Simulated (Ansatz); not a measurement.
# H8SSi3: the cost of one run

Computed with Ansatz 0.2.0, Gaussian basis. Level: PBE0-D4, def2-SVP first, then def2-TZVP.

114 further runs of the same task are left out: 114 set aside as unsound or not needed.

**1. The system as given**

The guess: 12 atoms, charge 0, spin multiplicity 1.

Atoms are counted from 1 here; the program's logs count them from 0.

Bond lengths: Si1–S3 2.097 Å, Si1–H5 1.468 Å, Si1–Si6 2.320 Å, Si2–H7 1.460 Å, Si2–H8 1.459 Å, Si2–H9 1.459 Å, Si6–H10 1.465 Å, Si6–H11 1.463 Å, Si6–H12 1.463 Å. Angles: S3–Si1–H5 111.2°, S3–Si1–Si6 119.0°, H5–Si1–Si6 114.5°, H7–Si2–H8 107.1°, H7–Si2–H9 109.1°, H8–Si2–H9 108.4°, Si1–Si6–H10 110.2°, Si1–Si6–H11 110.3°, Si1–Si6–H12 111.9°, H10–Si6–H11 107.8°, H10–Si6–H12 108.2°, H11–Si6–H12 108.3°.

As a file:

```mol
H8SSi3
  3D, bonds by distance, orders not assigned

 12  9  0  0  0  0  0  0  0  0999 V2000
   -0.3302   -0.2208   -0.9573 Si  0  0
    1.2870    1.3951    0.2120 Si  0  0
    0.7681   -1.3695   -2.3258 S   0  0
    1.3439    0.0444   -1.3301 H   0  0
   -1.1417    0.7910   -1.6452 H   0  0
   -1.4098   -1.2886    0.7963 Si  0  0
    0.3179    2.4532    0.4821 H   0  0
    2.4974    2.0389   -0.2860 H   0  0
    1.6089    0.7120    1.4608 H   0  0
   -2.2334   -0.3323    1.5407 H   0  0
   -0.4311   -1.8543    1.7255 H   0  0
   -2.2769   -2.3692    0.3270 H   0  0
  1  3  8  0
  1  5  8  0
  1  6  8  0
  2  7  8  0
  2  8  8  0
  2  9  8  0
  6 10  8  0
  6 11  8  0
  6 12  8  0
M  END
```

Distances that are to change: Si2–H4 2.05 Å, Si1–Si2 2.57 Å, S3–H4 1.82 Å.

**2. Constrained relaxation of the guess**

Input file hold/in.yaml:

```yaml
crystal:
  periodic: [false, false, false]
  atoms:
    - {symbol: Si, position_ang: [-0.330200, -0.220800, -0.957300]}
    - {symbol: Si, position_ang: [1.287000, 1.395100, 0.212000]}
    - {symbol: S, position_ang: [0.768100, -1.369500, -2.325800]}
    - {symbol: H, position_ang: [1.343900, 0.044400, -1.330100]}
    - {symbol: H, position_ang: [-1.141700, 0.791000, -1.645200]}
    - {symbol: Si, position_ang: [-1.409800, -1.288600, 0.796300]}
    - {symbol: H, position_ang: [0.317900, 2.453200, 0.482100]}
    - {symbol: H, position_ang: [2.497400, 2.038900, -0.286000]}
    - {symbol: H, position_ang: [1.608900, 0.712000, 1.460800]}
    - {symbol: H, position_ang: [-2.233400, -0.332300, 1.540700]}
    - {symbol: H, position_ang: [-0.431100, -1.854300, 1.725500]}
    - {symbol: H, position_ang: [-2.276900, -2.369200, 0.327000]}
basis:
  gaussian: {orbitals: def2-SVP}
hamiltonian: {xc: pbe0, dispersion: d4}
relax: {f_tol: 0.04, max_steps: 150, escape_saddle: false, constraints: [{distance: [1, 3]}, {distance: [0, 1]}, {distance: [2, 3]}]}
```

Run with:

```bash
$ ansatz run in.yaml --threads 4 --pin off --events-out ev --progress --plain --max-ram 9574MiB
```

**Question.** How long does this run take on 4 threads of Intel Xeon at 2.70GHz, shared host?

About 15 s.
